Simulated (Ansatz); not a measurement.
# C2H7NOSi: up Jacob's ladder to CCSD(T)

An exercise on one series of results from a longer session: the logs are not shown, and one member is left open.

Method: functionals in def2-TZVPP, the program's frozen cores in correlated methods; program: Ansatz 0.2.0, Gaussian basis.

The runs, in order: LDA (SPW92), PBE-D4, revPBE-D4, BLYP-D4, r2SCAN-D4, B97M-V, PBE0-D4, B3LYP-D4, r2SCANh-D4, r2SCAN0-D4, HSE06-D4, BHLYP-D4, CAM-B3LYP-D4, LC-ωPBE, ωB97X-V, ωB97M-V, B2PLYP, PBE-QIDH; CCSD(T)/def2-SVP; CCSD(T)/def2-TZVPP; MP2/def2-QZVPP; extrapolation to the limit; RPA on PBE.

## Structure used throughout

An earlier PBE0-D4 in a triple-zeta def2 set relaxation fixed the geometry.

SMILES `CNC(=O)[SiH3]`, 12 atoms, charge 0, spin multiplicity 1.

Atoms are counted from 1 here; the program's logs count them from 0.

Bond lengths: C1–N2 1.443 Å, C1–H6 1.093 Å, C1–H7 1.089 Å, C1–H8 1.093 Å, N2–C3 1.355 Å, N2–H9 1.005 Å, C3–O4 1.219 Å, C3–Si5 1.918 Å, Si5–H10 1.492 Å, Si5–H11 1.482 Å, Si5–H12 1.482 Å. Angles: N2–C1–H6 111.2°, N2–C1–H7 107.5°, N2–C1–H8 111.2°, H6–C1–H7 109.0°, H6–C1–H8 108.9°, H7–C1–H8 109.0°, C1–N2–C3 123.0°, C1–N2–H9 119.1°, C3–N2–H9 117.9°, N2–C3–O4 123.5°, N2–C3–Si5 118.1°, O4–C3–Si5 118.4°, C3–Si5–H10 111.4°, C3–Si5–H11 108.0°, C3–Si5–H12 108.0°, H10–Si5–H11 109.5°, H10–Si5–H12 109.5°, H11–Si5–H12 110.4°.

The first run:

in.yaml

```yaml
crystal:
  periodic: [false, false, false]
  atoms:
    - {symbol: C, position_ang: [-1.827812, 0.219144, 0.925156]}
    - {symbol: N, position_ang: [-0.546939, 0.436153, 0.297682]}
    - {symbol: C, position_ang: [0.240580, -0.575829, -0.138873]}
    - {symbol: O, position_ang: [-0.060952, -1.753240, -0.041116]}
    - {symbol: Si, position_ang: [1.918302, -0.128193, -0.953761]}
    - {symbol: H, position_ang: [-2.631781, 0.690233, 0.354219]}
    - {symbol: H, position_ang: [-1.998825, -0.855641, 0.957629]}
    - {symbol: H, position_ang: [-1.839806, 0.612019, 1.944887]}
    - {symbol: H, position_ang: [-0.215523, 1.377359, 0.175137]}
    - {symbol: H, position_ang: [2.128434, 1.348010, -0.994026]}
    - {symbol: H, position_ang: [1.914134, -0.665371, -2.334955]}
    - {symbol: H, position_ang: [2.997088, -0.759944, -0.157878]}
basis:
  gaussian: {orbitals: def2-TZVPP}
hamiltonian: {xc: lda}
output: {orbitals: {seedname: orbitals}}
```

Command:

```sh
> ansatz run in.yaml --threads 4 --pin off --events-out ev --progress --plain --max-ram 10444MiB
```

Steps of the session up to this table: LDA; PBE-D4 (GGA); revPBE-D4 (GGA); BLYP-D4 (GGA); r2SCAN-D4 (meta-GGA); B97M-V (meta-GGA); B3LYP-D4 (hybrid); r2SCANh-D4 (hybrid); r2SCAN0-D4 (hybrid); HSE06-D4 (hybrid); BHLYP-D4 (hybrid); CAM-B3LYP-D4 (range-separated); LC-ωPBE (range-separated); ωB97X-V (range-separated); ωB97M-V (range-separated); B2PLYP (double hybrid); PBE-QIDH (double hybrid).

One of the session's tables, all rows but one given; the rest of the session is left out.

It belongs to the step «Orbital energies across the functionals». 

```
  functional  HOMO (eV)  gap (eV)
 LDA (SPW92)      -5.75      4.34
      PBE-D4      -5.57      4.37
   revPBE-D4      -5.49      4.39
     BLYP-D4      -5.45      4.40
   r2SCAN-D4      -5.83      4.83
      B97M-V      -6.02      4.96
     PBE0-D4      -7.04      6.82
    B3LYP-D4      -6.80      6.36
  r2SCANh-D4      -6.39      5.75
  r2SCAN0-D4      -7.24      7.14
    HSE06-D4      -6.63      6.04
    BHLYP-D4      -8.48      9.34
CAM-B3LYP-D4          ?         ?
     LC-ωPBE      -9.73     11.84
     ωB97X-V      -9.43     11.44
     ωB97M-V      -9.37     11.23
```

**Question.** Estimate the row for CAM-B3LYP-D4.

As computed: HOMO (eV): -8.45; gap (eV): 9.39. In the column «HOMO (eV)» it lies between BHLYP-D4 (-8.48) and r2SCAN0-D4 (-7.24).
